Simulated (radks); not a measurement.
**Ionising lanthanum step by step, La to La¹⁰⁺**

One table from this session's results is given with a row withheld; the runs are named, their logs left out.

Method: Dirac Kohn-Sham, PBE, spin-unpolarised, spherical densities, finite nucleus; open shells are shared between the two j in proportion to 2j + 1. Code: radks (a radial shooting solver on a logarithmic mesh, Libxc functionals) version 1.

## Starting point

```
element             : lanthanum (Z = 57)
charges             : 0 to 10
first configuration : [Xe] 5d1 6s2
last configuration  : [Kr] 4d10 5s1
```

The outer shells:

La
```
[Xe] core
5d [↑ ][  ][  ][  ][  ]
6s [↑↓]
```

La¹⁰⁺
```
[Kr] core
4d [↑↓][↑↓][↑↓][↑↓][↑↓]
5s [↑ ]
```

Set-up of the first run:

Input:

```text
Z 57
configuration [Xe] 5d1 6s2
relativity Dirac
functional pbe,pbe
spin unpolarised
j_filling average
nucleus finite rms 4.855 fm
c 137.035999084
```

Among the steps run: La, [Xe] 5d1 6s2; La⁺, [Xe] 5d2; La²⁺, [Xe] 5d1; La³⁺, [Xe]; La⁴⁺, [Kr] 4d10 5s2 5p5; La⁵⁺, [Kr] 4d10 5s2 5p4; La⁶⁺, [Kr] 4d10 5s2 5p3; La⁷⁺, [Kr] 4d10 5s2 5p2; La⁸⁺, [Kr] 4d10 5s2 5p1; La⁹⁺, [Kr] 4d10 5s2; La¹⁰⁺, [Kr] 4d10 5s1.

One of the session's tables, all rows but one given; the rest of the session is left out.

| species | Δ-SCF (eV) | −ε(HOMO) (eV) |
| --- | --- | --- |
| La | ? | ? |
| La⁺ | 10.814 | 7.091 |
| La²⁺ | 18.938 | 14.592 |
| La³⁺ | 50.889 | 43.914 |
| La⁴⁺ | 63.430 | 56.127 |
| La⁵⁺ | 76.455 | 68.851 |
| La⁶⁺ | 89.906 | 82.028 |
| La⁷⁺ | 103.73 | 95.603 |
| La⁸⁺ | 117.90 | 109.53 |
| La⁹⁺ | 153.60 | 145.63 |

**Question.** Estimate the row for La.

**Answer.** Δ-SCF (eV): 6.037; −ε(HOMO) (eV): 3.014. In the column «Δ-SCF (eV)» it is the lowest.

Limits of these values: Spin polarisation and multiplet splitting are left out, so open shells lie too high by an amount that depends on their filling.
